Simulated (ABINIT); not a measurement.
# HfB in ABINIT: the effect of target pressure

HfB:

```
Hf B
1.0
     0.00000    2.31000    2.31000
     2.31000    0.00000    2.31000
     2.31000    2.31000    0.00000
Hf B
1 1
Direct
  0.50000 0.50000 0.50000
  0.00000 0.00000 0.00000
```

Alike in all runs:

```yaml
Program: ABINIT 10.8.3 (patched build)
Task: relaxation of cell and atoms
Functional: PBEsol
Potentials_or_basis: JTH PAW PBE v2.0
Cutoff: 517 eV
k_mesh: 10 × 10 × 10
Occupations: fermi-dirac, width 0.05 eV
Spin: no spin polarisation
```

Each run relaxes the cell or the atoms first.

Task: One run gave: relaxed volume 13.78 Å³/atom. Which target pressure did it use?
A. 10 GPa
B. 20 GPa
C. 0 GPa

Result: C.

```tsv
target pressure	relaxed volume (Å³/atom)
0 GPa	13.78
10 GPa	13.10
20 GPa	12.56
```

Caveats: the PAW data sets were made with another functional, which shifts forces and pressure a little.
